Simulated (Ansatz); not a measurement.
# C₃H₈OSi: one species, many methods

How much do the methods differ for C₃H₈OSi? The plan is to run it at one geometry with functionals of several rungs and with coupled cluster. The yardstick is the atomisation energy at the CCSD(T) limit.

The runs use Ansatz 0.2.0, Gaussian basis; functionals in def2-TZVPP, the program's frozen cores in correlated methods.

Plan: LDA (SPW92), PBE-D4, revPBE-D4, BLYP-D4, r2SCAN-D4, B97M-V, PBE0-D4, B3LYP-D4, r2SCANh-D4, r2SCAN0-D4, HSE06-D4, BHLYP-D4, CAM-B3LYP-D4, LC-ωPBE, ωB97X-V, ωB97M-V, B2PLYP, PBE-QIDH; CCSD(T)/def2-SVP; CCSD(T)/def2-TZVPP; MP2/def2-QZVPP; extrapolation to the limit; RPA on PBE.

### 1 Structure used throughout

An earlier PBE0-D4 in a triple-zeta def2 set relaxation fixed the geometry.

SMILES `CC1(O)C[SiH2]1`, 13 atoms, charge 0, spin multiplicity 1.

Atoms are counted from 1 here; the program's logs count them from 0.

Bond lengths: C1–C2 1.504 Å, C1–H6 1.093 Å, C1–H7 1.096 Å, C1–H8 1.093 Å, C2–O3 1.407 Å, C2–C4 1.526 Å, C2–Si5 1.882 Å, O3–H9 0.961 Å, C4–Si5 1.857 Å, C4–H10 1.086 Å, C4–H11 1.086 Å, Si5–H12 1.478 Å, Si5–H13 1.480 Å. Angles: C2–C1–H6 111.2°, C2–C1–H7 110.0°, C2–C1–H8 111.3°, H6–C1–H7 108.4°, H6–C1–H8 107.5°, H7–C1–H8 108.4°, C1–C2–O3 114.0°, C1–C2–C4 116.7°, C1–C2–Si5 121.8°, O3–C2–C4 110.9°, O3–C2–Si5 118.4°, C4–C2–Si5 65.0°, C2–O3–H9 108.1°, C2–C4–Si5 66.8°, C2–C4–H10 116.5°, C2–C4–H11 113.9°, Si5–C4–H10 120.7°, Si5–C4–H11 117.1° and more.

### 2 LDA

This LDA is Slater exchange with PW92 correlation.

File in.yaml:

```yaml
crystal:
  periodic: [false, false, false]
  atoms:
    - {symbol: C, position_ang: [-1.482594, 0.347744, 0.084534]}
    - {symbol: C, position_ang: [-0.127465, -0.288329, 0.228926]}
    - {symbol: O, position_ang: [-0.124413, -1.454047, 1.016556]}
    - {symbol: C, position_ang: [0.673616, -0.496444, -1.053199]}
    - {symbol: Si, position_ang: [1.458561, 0.717824, 0.111389]}
    - {symbol: H, position_ang: [-1.879996, 0.656366, 1.055341]}
    - {symbol: H, position_ang: [-2.183810, -0.363880, -0.365739]}
    - {symbol: H, position_ang: [-1.438161, 1.236059, -0.550162]}
    - {symbol: H, position_ang: [-0.274602, -1.197790, 1.930511]}
    - {symbol: H, position_ang: [0.209406, -0.160105, -1.975171]}
    - {symbol: H, position_ang: [1.134167, -1.476628, -1.130755]}
    - {symbol: H, position_ang: [2.645961, 0.283318, 0.876518]}
    - {symbol: H, position_ang: [1.409934, 2.161215, -0.213949]}
basis:
  gaussian: {orbitals: def2-TZVPP}
hamiltonian: {xc: lda}
output: {orbitals: {seedname: orbitals}}
```

Further steps of the session: PBE-D4 (GGA); revPBE-D4 (GGA); BLYP-D4 (GGA); r2SCAN-D4 (meta-GGA); B97M-V (meta-GGA); PBE0-D4 (hybrid); B3LYP-D4 (hybrid); r2SCANh-D4 (hybrid); r2SCAN0-D4 (hybrid); HSE06-D4 (hybrid); BHLYP-D4 (hybrid); CAM-B3LYP-D4 (range-separated); LC-ωPBE (range-separated); ωB97X-V (range-separated); ωB97M-V (range-separated); B2PLYP (double hybrid); PBE-QIDH (double hybrid); CCSD(T) in def2-SVP; CCSD(T) in def2-TZVPP; MP2 in def2-QZVPP; RPA on PBE orbitals.

Before running them: what should the planned runs give, taken together? Wanted: atomisation energy, CCSD(T)/CBS; farthest beyond LDA; mean size of error, GGA; mean size of error, meta-GGA; mean size of error, hybrid; mean size of error, range-separated; mean size of error, double hybrid; gap, smallest and largest; T1 diagnostic.

**Answer**, as computed:

| quantity | value |
| --- | --- |
| atomisation energy, CCSD(T)/CBS | 4848.6 kJ/mol |
| functionals within 24.2 kJ/mol (0.5 %) | revPBE-D4, BLYP-D4, r2SCAN-D4, B97M-V, PBE0-D4, B3LYP-D4, r2SCANh-D4, HSE06-D4, CAM-B3LYP-D4, LC-ωPBE, ωB97X-V, ωB97M-V, PBE-QIDH |
| farthest beyond LDA | BHLYP-D4 (-141.9 kJ/mol) |
| mean size of error, GGA | 45.3 kJ/mol |
| mean size of error, meta-GGA | 14.9 kJ/mol |
| mean size of error, hybrid | 41.5 kJ/mol |
| mean size of error, range-separated | 13.0 kJ/mol |
| mean size of error, double hybrid | 40.5 kJ/mol |
| gap, smallest and largest | 4.49 eV (LDA (SPW92)), 11.10 eV (LC-ωPBE) |
| T1 diagnostic | 0.0115 |
| triples share of the correlation energy | 4.0 % |

The LDA atomisation energy is off by 712.8 kJ/mol (15 %): it overbinds. PBE-D4 is off by +95.9 kJ/mol. Double hybrids carry the basis error of their MP2 part in triple zeta, and no dispersion term here, so their miss is partly the set-up's. The rungs range-separated, meta-GGA miss on average by less than the doubt on the reference (24.2 kJ/mol), so they tie. Misses under about 24.2 kJ/mol are within the doubt on the reference itself, which lacks core-valence correlation, relativity and higher excitations. Hartree-Fock recovers 73 % of the binding; the rest is correlation. CCSD(T) in def2-SVP is off by -243.7 kJ/mol, worse than the median functional, from the basis alone. The gap grows from 4.5 to 11.1 eV across the functionals, mostly with the share of exact exchange.
